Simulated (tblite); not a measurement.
# C9H26F2GeSi4: the cost of one run

Programs: PySCF 2.14.0 with density-fitted response routines of our own, and tblite 0.8.0. All values are computed, except where a source is named. Atoms count from 0 throughout.

## Step 1: The molecule as given

42 atoms, charge 0, multiplicity 1; geometry from: UFF geometry. This is the first candidate.

Bonds of the start (Å): C0–H16 1.10, C0–H17 1.11, C0–H18 1.11, C0–Si1 1.85, C10–H36 1.11, C10–H37 1.11, C10–Si11 1.88, C14–C15 1.54, C14–H38 1.12, C14–H39 1.11, C15–H40 1.11, C15–H41 1.09, C2–C3 1.51, C2–H20 1.11, C2–H21 1.11, C3–Ge4 1.95, C3–H22 1.12, C3–H23 1.10, C5–C6 1.54, C5–H26 1.11, C5–H27 1.11, C6–H28 1.11, C6–H29 1.10, C6–Si7 1.89 and more.

## Step 2: GFN2-xTB relaxation, isomer A, conformer 1

Job settings and geometry (Å):

```
{"job": {"xc": "GFN2-xTB", "basis": "xTB", "kind": "relax"}, "charge": 0, "multiplicity": 1}
C     -4.423100     0.471500    -1.122600
Si    -3.024600     0.127600     0.038000
C     -2.040500    -1.365900    -0.570600
C     -0.944000    -1.759900     0.394200
Ge     0.449200    -2.770800    -0.518700
C      2.067000    -2.866000     0.557000
C      3.159300    -1.883600     0.090700
Si     2.913300    -0.097800     0.658300
Si     2.212100     0.001600     2.782500
C      1.774000     0.836500    -0.512400
C      1.501800     2.255400    -0.016800
Si     0.182700     3.108100    -1.045800
F     -0.242900     4.568900    -0.301200
F      0.806600     3.423400    -2.588200
C     -1.341500     2.034000    -1.205500
C     -1.903900     1.631500     0.174900
H     -4.030300     0.674000    -2.134200
H     -4.994000     1.357300    -0.766400
H     -5.110000    -0.400000    -1.149400
H     -3.555800    -0.176700     1.386900
H     -2.749900    -2.207900    -0.715100
H     -1.623100    -1.094200    -1.560900
H     -1.358500    -2.385700     1.229800
H     -0.475000    -0.888400     0.863400
H      0.780800    -2.078700    -1.873600
H     -0.081200    -4.202900    -0.796900
H      1.821100    -2.711300     1.629300
H      2.466100    -3.896800     0.459200
H      4.128700    -2.216200     0.523600
H      3.260700    -1.913900    -1.003600
H      4.224700     0.561300     0.601000
H      2.194900     1.408100     3.228800
H      3.126100    -0.767800     3.626500
H      0.858200    -0.557600     2.908300
H      0.836800     0.276800    -0.612200
H      2.260200     0.881200    -1.520000
H      2.436300     2.859500    -0.059100
H      1.143800     2.240700     1.029800
H     -1.036400     1.126800    -1.790400
H     -2.118900     2.578800    -1.782800
H     -1.087700     1.376800     0.880800
H     -2.470100     2.468700     0.594000
```

The run is started by

```sh
> OMP_NUM_THREADS=1 python ens_run.py task.json out
```

The driver reads the study from task.json and runs its stages one after another.

**Question.** How long does this first job take on 1 thread of Arm Neoverse V1, shared host?

About 5.5 s.
